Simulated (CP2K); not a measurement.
**Two attempts at BCNCl2 (SMILES N#CB(Cl)Cl)**

Aim: energy and gradient of BCNCl2 at GFN1-xTB.

The results are computed with CP2K 2026.2.

3 further runs of the same task are left out: 2 that didn't finish, 1 set aside as unsound or not needed.

### Step 1. Starting point

The species is BCNCl2 (5 atoms), meant as a singlet with charge 0. As SMILES, `N#CB(Cl)Cl`. Geometry: relaxed at GFN2-xTB.

Bond lengths: N1–C2 1.147 Å, C2–B3 1.530 Å, B3–Cl4 1.712 Å, B3–Cl5 1.712 Å. Angles: N1–C2–B3 180.0°, C2–B3–Cl4 119.3°, C2–B3–Cl5 119.4°, Cl4–B3–Cl5 121.4°.

### Step 2. Try one

Input file molecule.inp:

```
&GLOBAL
  PROJECT molecule
  RUN_TYPE ENERGY_FORCE
  PRINT_LEVEL MEDIUM
&END GLOBAL

&FORCE_EVAL
  METHOD QUICKSTEP
  &DFT
    &QS
      METHOD XTB
      EPS_DEFAULT 1.0E-10
      &XTB
        GFN_TYPE 1
        CHECK_ATOMIC_CHARGES F
      &END XTB
    &END QS
    &POISSON
      PERIODIC NONE
      POISSON_SOLVER ANALYTIC
    &END POISSON
    &SCF
      SCF_GUESS ATOMIC
      EPS_SCF 1.0E-07
      MAX_SCF 30
      &OT
        MINIMIZER DIIS
        PRECONDITIONER FULL_SINGLE_INVERSE
      &END OT
      &OUTER_SCF
        EPS_SCF 1.0E-07
        MAX_SCF 10
      &END OUTER_SCF
    &PRINT
      &MOMENTS
        PERIODIC F
        REFERENCE COM
        MAX_MOMENT 1
      &END MOMENTS
      &MO_CUBES
        NLUMO 1
        NHOMO -1
        WRITE_CUBE F
      &END MO_CUBES
      &HIRSHFELD OFF
      &END HIRSHFELD
    &END PRINT
  &END DFT
  &SUBSYS
    &CELL
      ABC 11.1 10.9 10.2
      PERIODIC NONE
    &END CELL
    &COORD
      N      1.415760    -1.011180     1.298040
      C      0.668060    -0.476740     0.612520
      B     -0.329860     0.236160    -0.302530
      Cl    -1.689310    -0.623300    -0.889420
      Cl    -0.064640     1.875040    -0.718610
    &END COORD
    &TOPOLOGY
      &CENTER_COORDINATES
      &END CENTER_COORDINATES
    &END TOPOLOGY
  &END SUBSYS
  &PRINT
    &FORCES ON
    &END FORCES
  &END PRINT
&END FORCE_EVAL
```

The run is started by

```console
$ OMP_NUM_THREADS=1 cp2k.psmp molecule.inp > molecule.out
```

Standard output:

```text
Possible matches for unknown subsection

 MOMENTS

   subsection MOMENTS in section %__ROOT__%FORCE_EVAL%DFT%ENERGY_CORRECTION%PRINT score:  110
   subsection MOMENTS in section %__ROOT__%FORCE_EVAL%DFT%REAL_TIME_PROPAGATION%PRINT score:  110
   subsection MOMENTS in section %__ROOT__%FORCE_EVAL%DFT%PRINT score:  110
   subsection MOMENTS_FT in section %__ROOT__%FORCE_EVAL%DFT%REAL_TIME_PROPAGATION%PRINT score:  107
   enum SILENT in section %__ROOT__%GLOBAL%PRINT for keyword _SECTION_PARAMETERS_ score:  106

 *******************************************************************************
 *   ___                                                                       *
 *  /   \                                                                      *
 * [ABORT]                                                                     *
 *  \___/               unknown subsection MOMENTS of section PRINT            *
 *    |                                                                        *
 *  O/|                                                                        *
 * /| |                                                                        *
 * / \                                               input/input_parsing.F:192 *
 *******************************************************************************

 ===== Routine Calling Stack =====

            6 section_vals_parse
            5 section_vals_parse
            4 section_vals_parse
            3 section_vals_parse
            2 section_vals_parse
            1 read_input

Program received signal SIGABRT: Process abort signal.

Backtrace for this error:
#0  0x588dd5c5f957 in ???
#1  0x588df6514cac in __pthread_kill_implementation
#2  0x588df64bbfb7 in raise
#3  0x588df64a5d37 in abort
#4  0x588dd6332d83 in ???
#5  0x588dd6334297 in ???
#6  0x588dd64a3e77 in ???
#7  0x588dd64a38f7 in ???
#8  0x588dd64a38f7 in ???
#9  0x588dd64a38f7 in ???
#10  0x588dd64a38f7 in ???
#11  0x588dd5d79807 in ???
#12  0x588dd65e4e8b in ???
#13  0x588dd65e9d0b in ???
#14  0x588dd5d00db3 in ???
#15  0x588dd5cfef13 in ???
#16  0x588df64a6573 in __libc_start_call_main
#17  0x588df64a6657 in __libc_start_main_impl
#18  0x588dd5cff06f in ???
#19  0xffffffffffffffff in ???
```

It took 0.48 s on 1 thread of Arm Neoverse N1, shared host; peak memory 0.13 GiB.

### Step 3. What went wrong

The input was rejected.

The telling line is `\___/               unknown subsection MOMENTS of section PRINT`. What is wrong: a section of the input isn't closed.

### Step 4. Second attempt

Input file job.inp:

```
&GLOBAL
 PROJECT job
 RUN_TYPE ENERGY_FORCE
 PRINT_LEVEL MEDIUM
&END GLOBAL

&FORCE_EVAL
 METHOD Quickstep
 &DFT
  CHARGE 0
  MULTIPLICITY 1
  &QS
   METHOD XTB
   EPS_DEFAULT 1.0E-10
   &XTB
    GFN_TYPE 1
    CHECK_ATOMIC_CHARGES F
   &END XTB
  &END QS
  &POISSON
   PERIODIC NONE
   POISSON_SOLVER ANALYTIC
  &END POISSON
  &SCF
   SCF_GUESS ATOMIC
   EPS_SCF 1.0E-07
   MAX_SCF 30
   &OT ON
    MINIMIZER DIIS
    PRECONDITIONER FULL_SINGLE_INVERSE
   &END OT
   &OUTER_SCF
    EPS_SCF 1.0E-07
    MAX_SCF 10
   &END OUTER_SCF
  &END SCF
  &PRINT
   &MOMENTS
    PERIODIC F
    REFERENCE COM
    MAX_MOMENT 1
   &END MOMENTS
   &MO_CUBES
    NLUMO 1
    NHOMO -1
    WRITE_CUBE F
   &END MO_CUBES
   &HIRSHFELD OFF
   &END HIRSHFELD
  &END PRINT
 &END DFT
 &SUBSYS
  &CELL
   ABC [angstrom] 11.1 10.9 10.2
   PERIODIC NONE
  &END CELL
  &COORD
   N      1.415760    -1.011180     1.298040
   C      0.668060    -0.476740     0.612520
   B     -0.329860     0.236160    -0.302530
   Cl    -1.689310    -0.623300    -0.889420
   Cl    -0.064640     1.875040    -0.718610
  &END COORD
  &TOPOLOGY
   &CENTER_COORDINATES
   &END CENTER_COORDINATES
  &END TOPOLOGY
 &END SUBSYS
 &PRINT
  &FORCES ON
  &END FORCES
 &END PRINT
&END FORCE_EVAL
```

The run is started by

```console
$ OMP_NUM_THREADS=1 cp2k.psmp -i job.inp > job.out 2>&1
```

Standard output:

```text
CP2K| version string:                                       CP2K version 2026.2
[...]
 GLOBAL| Method name                                                        CP2K
[...]
 GLOBAL| Run type                                                   ENERGY_FORCE
[...]
                             - Atoms:                                          5
[...]
                             - Spherical basis functions:                     30
[...]
 Number of electrons:                                                         26
[...]
     1 OT DIIS     0.80E-01    0.0     0.14012494       -15.0882845179 -1.51E+01
[...]
    16 OT DIIS     0.80E-01    0.0     0.00000007       -15.2471217391 -4.19E-13
  *** SCF run converged in    16 steps ***
[...]
 TB_DIPOLE| Moment [Debye]         -0.82882813       0.59758533      -0.76151595
 TB_DIPOLE| Derivative [a.u.]       0.00000000       0.00000000       0.00000000
[...]
 ENERGY| Total FORCE_EVAL ( QS ) energy [hartree]            -15.247121739091851
 FORCES| Atomic forces [hartree/bohr]
 FORCES|   Atom     x               y               z               |f|
 FORCES|      1  9.23456408E-03 -6.60678052E-03  8.47164541E-03   1.41667039E-02
 FORCES|      2 -9.58621391E-03  6.91815750E-03 -8.81307191E-03   1.47453938E-02
 FORCES|      3  9.03400528E-03 -6.71267703E-03  8.36904058E-03   1.40254813E-02
 FORCES|      4 -1.17153146E-02 -8.17782931E-03 -4.77505918E-03   1.50640857E-02
 FORCES|      5  3.03295918E-03  1.45791294E-02 -3.25255490E-03   1.52423413E-02
 FORCES| Sum     1.10588622E-16 -1.26634814E-16  3.43041567E-16
 FORCES| Total atomic force                                       3.82025832E-16
[...]
```

It took 0.73 s on 1 thread of Arm Neoverse N1, shared host; peak memory 0.15 GiB.

### Step 5. Outcome

At GFN1-xTB:

| quantity | value |
| --- | --- |
| total energy | -15.24712 Eh |
| dipole moment (from atomic charges alone) | 1.27 D |
| HOMO energy | -12.88 eV |
| dispersion energy | -5.46 kJ/mol |
| largest force on an atom | 0.784 eV/Å |

The dipole comes from point charges on the atoms alone, without atomic dipoles, so it is partial. The largest force is 0.78 eV/Å: the shape isn't a stationary point for this species at this level.
